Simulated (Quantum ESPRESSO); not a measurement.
A run of Quantum ESPRESSO 7.5:

pw.in

```
&CONTROL
  calculation = 'scf'
  prefix = 'pwscf'
  outdir = './tmp'
  pseudo_dir = './pseudo'
  tprnfor = .true.
  tstress = .true.
  disk_io = 'low'
/
&SYSTEM
  ibrav = 0
  celldm(1) = 8
  nat = 7
  ntyp = 4
  ecutwfc = 88
  nbnd = 31
  occupations = 'smearing'
  smearing = 'fd'
  degauss = 0.00367493
/
&ELECTRONS
  conv_thr = 1.4d-09
  electron_maxstep = 120
  mixing_beta = 0.5
/
ATOMIC_SPECIES
H      1.0080 H_ONCV_PBE-1.2.upf
Pb   207.2000 Pb_ONCV_PBE-1.2.upf
N     14.0070 N_ONCV_PBE-1.2.upf
O     15.9990 O_ONCV_PBE-1.2.upf
CELL_PARAMETERS alat
  1.0098956247342  -0.0000944863062   0.0015023322691
 -0.4922712933074   1.2301526531900  -0.0115911076169
 -0.5016679564621  -0.4407172024699   1.1609792283981
ATOMIC_POSITIONS crystal
H      0.9907300000    0.0333000000    0.9099400000
Pb     0.5027400000    0.8198900000    0.1428700000
N      0.0083800000    0.4740800000    0.5026500000
O      0.9981600000    0.9274100000    0.0287700000
O      0.1946700000    0.7343500000    0.6085200000
O      0.8167300000    0.3588200000    0.2455600000
O      0.0138100000    0.3312100000    0.6521700000
K_POINTS automatic
5 4 4 0 0 0
```

The input bands.in:

```
&CONTROL
  calculation = 'bands'
  prefix = 'pwscf'
  outdir = './tmp'
  pseudo_dir = './pseudo'
  disk_io = 'low'
  verbosity = 'high'
/
&SYSTEM
  ibrav = 0
  celldm(1) = 8
  nat = 7
  ntyp = 4
  ecutwfc = 88
  nbnd = 31
  occupations = 'smearing'
  smearing = 'fd'
  degauss = 0.00367493
/
&ELECTRONS
  conv_thr = 1d-08
  electron_maxstep = 120
  mixing_beta = 0.5
  diago_full_acc = .true.
  startingwfc = 'random'
/
ATOMIC_SPECIES
H      1.0080 H_ONCV_PBE-1.2.upf
Pb   207.2000 Pb_ONCV_PBE-1.2.upf
N     14.0070 N_ONCV_PBE-1.2.upf
O     15.9990 O_ONCV_PBE-1.2.upf
CELL_PARAMETERS alat
  1.0098956247342  -0.0000944863062   0.0015023322691
 -0.4922712933074   1.2301526531900  -0.0115911076169
 -0.5016679564621  -0.4407172024699   1.1609792283981
ATOMIC_POSITIONS crystal
H      0.9907300000    0.0333000000    0.9099400000
Pb     0.5027400000    0.8198900000    0.1428700000
N      0.0083800000    0.4740800000    0.5026500000
O      0.9981600000    0.9274100000    0.0287700000
O      0.1946700000    0.7343500000    0.6085200000
O      0.8167300000    0.3588200000    0.2455600000
O      0.0138100000    0.3312100000    0.6521700000
K_POINTS crystal
60
 0.0000000000  0.5000000000  0.0000000000 1
 0.0000000000  0.4166666667  0.0000000000 1
 0.0000000000  0.3333333333  0.0000000000 1
 0.0000000000  0.2500000000  0.0000000000 1
 0.0000000000  0.1666666667  0.0000000000 1
 0.0000000000  0.0833333333  0.0000000000 1
 0.0000000000  0.0000000000  0.0000000000 1
 0.0000000000  0.0000000000 -0.0833333333 1
 0.0000000000  0.0000000000 -0.1666666667 1
 0.0000000000  0.0000000000 -0.2500000000 1
 0.0000000000  0.0000000000 -0.3333333333 1
 0.0000000000  0.0000000000 -0.4166666667 1
 0.0000000000  0.0000000000 -0.5000000000 1
 0.0000000000  0.5000000000 -0.5000000000 1
 0.0000000000  0.4285714286 -0.4285714286 1
 0.0000000000  0.3571428571 -0.3571428571 1
 0.0000000000  0.2857142857 -0.2857142857 1
 0.0000000000  0.2142857143 -0.2142857143 1
 0.0000000000  0.1428571429 -0.1428571429 1
 0.0000000000  0.0714285714 -0.0714285714 1
 0.0000000000  0.0000000000  0.0000000000 1
-0.0625000000  0.0000000000  0.0625000000 1
-0.1250000000  0.0000000000  0.1250000000 1
-0.1875000000  0.0000000000  0.1875000000 1
-0.2500000000  0.0000000000  0.2500000000 1
-0.3125000000  0.0000000000  0.3125000000 1
-0.3750000000  0.0000000000  0.3750000000 1
-0.4375000000  0.0000000000  0.4375000000 1
-0.5000000000  0.0000000000  0.5000000000 1
-0.5000000000  0.5000000000  0.5000000000 1
-0.4500000000  0.4500000000  0.4500000000 1
-0.4000000000  0.4000000000  0.4000000000 1
-0.3500000000  0.3500000000  0.3500000000 1
-0.3000000000  0.3000000000  0.3000000000 1
-0.2500000000  0.2500000000  0.2500000000 1
-0.2000000000  0.2000000000  0.2000000000 1
-0.1500000000  0.1500000000  0.1500000000 1
-0.1000000000  0.1000000000  0.1000000000 1
-0.0500000000  0.0500000000  0.0500000000 1
 0.0000000000  0.0000000000  0.0000000000 1
-0.0500000000  0.0000000000  0.0000000000 1
-0.1000000000  0.0000000000  0.0000000000 1
-0.1500000000  0.0000000000  0.0000000000 1
-0.2000000000  0.0000000000  0.0000000000 1
-0.2500000000  0.0000000000  0.0000000000 1
-0.3000000000  0.0000000000  0.0000000000 1
-0.3500000000  0.0000000000  0.0000000000 1
-0.4000000000  0.0000000000  0.0000000000 1
-0.4500000000  0.0000000000  0.0000000000 1
-0.5000000000  0.0000000000  0.0000000000 1
-0.5000000000  0.5000000000  0.0000000000 1
-0.4444444444  0.4444444444  0.0000000000 1
-0.3888888889  0.3888888889  0.0000000000 1
-0.3333333333  0.3333333333  0.0000000000 1
-0.2777777778  0.2777777778  0.0000000000 1
-0.2222222222  0.2222222222  0.0000000000 1
-0.1666666667  0.1666666667  0.0000000000 1
-0.1111111111  0.1111111111  0.0000000000 1
-0.0555555556  0.0555555556  0.0000000000 1
 0.0000000000  0.0000000000  0.0000000000 1
```

Potentials or basis: SG15 PBE 1.2.

Run with:

```bash
$ OMP_NUM_THREADS=1 mpirun -n 4 pw.x -nk 2 -in pw.in > pw.out
$ OMP_NUM_THREADS=1 mpirun -n 4 pw.x -nk 4 -in bands.in > bands.out
```

Hardware: 4 MPI ranks on Intel(R) Xeon(R) Platinum 8259CL CPU @ 2.50GHz (Skylake/Cascade Lake), on a shared host.

Problem. Estimate the wall time of this run.

Solution. Wall time 3.4 min on 4 MPI ranks on Intel(R) Xeon(R) Platinum 8259CL CPU @ 2.50GHz (Skylake/Cascade Lake) (shared host), peak memory 0.68 GiB a rank. Counts: scf iterations 12, k pools 2, bands 31, k points 42, g dense 82123.
